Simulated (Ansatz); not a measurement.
# C2H6B2O: the cost of one run

Computed with Ansatz 0.2.0, Gaussian basis. Level: the settings change from run to run.

## Step 1: The relaxed structure

The structure was relaxed beforehand with PBE0-D4 in a triple-zeta def2 set.

11 atoms, charge 0, spin multiplicity 1.

Atoms are counted from 1 here; the program's logs count them from 0.

Bond lengths: B1–C2 1.451 Å, B1–B4 1.757 Å, B1–H6 1.304 Å, B1–H7 1.184 Å, C2–C3 1.515 Å, C2–B4 1.709 Å, C2–H8 1.085 Å, C3–B4 1.552 Å, C3–H9 1.085 Å, C3–H10 1.088 Å, B4–O5 1.372 Å, B4–H6 1.410 Å, O5–H11 0.959 Å. Angles: C2–B1–B4 63.6°, C2–B1–H6 105.8°, C2–B1–H7 140.0°, B4–B1–H6 52.3°, B4–B1–H7 141.9°, H6–B1–H7 114.0°, B1–C2–C3 112.2°, B1–C2–B4 67.0°, B1–C2–H8 124.5°, C3–C2–B4 57.2°, C3–C2–H8 120.9°, B4–C2–H8 132.3°, C2–C3–B4 67.7°, C2–C3–H9 115.7°, C2–C3–H10 115.6°, B4–C3–H9 121.7°, B4–C3–H10 117.0°, H9–C3–H10 112.2° and more.

## Step 2: RPA/ANO-RCC-VTZP

This run has charge -1, multiplicity 2, restricted open-shell orbitals.

The input, in.yaml:

```yaml
crystal:
  periodic: [false, false, false]
  atoms:
    - {symbol: B, position_ang: [-1.321154, 0.533510, 0.291057]}
    - {symbol: C, position_ang: [-0.381577, -0.328316, 0.983558]}
    - {symbol: C, position_ang: [1.055710, -0.017595, 0.618699]}
    - {symbol: B, position_ang: [0.108933, 0.052973, -0.608929]}
    - {symbol: O, position_ang: [0.116986, -0.447389, -1.886447]}
    - {symbol: H, position_ang: [-0.602483, 1.266114, -0.514171]}
    - {symbol: H, position_ang: [-2.488488, 0.690769, 0.171576]}
    - {symbol: H, position_ang: [-0.644938, -1.265882, 1.461281]}
    - {symbol: H, position_ang: [1.472882, 0.877338, 1.069199]}
    - {symbol: H, position_ang: [1.743902, -0.859448, 0.663328]}
    - {symbol: H, position_ang: [1.005629, -0.558974, -2.228552]}
basis:
  gaussian: {orbitals: ANO-RCC-VTZP}
total_charge: -1
magnetization: {spin_polarized: false, initial_magnetization: 1}
hamiltonian: {xc: {name: HF}}
correlation: {method: rpa}
```

Started as:

```
$ ansatz run in.yaml --threads 2 --pin off --events-out ev --progress --plain --max-ram 4352MiB
```

**Question.** How long does this run take on 2 threads of Arm Neoverse V2, shared host, and how much memory does it need?

About 41 s, with a peak of 0.74 GiB.
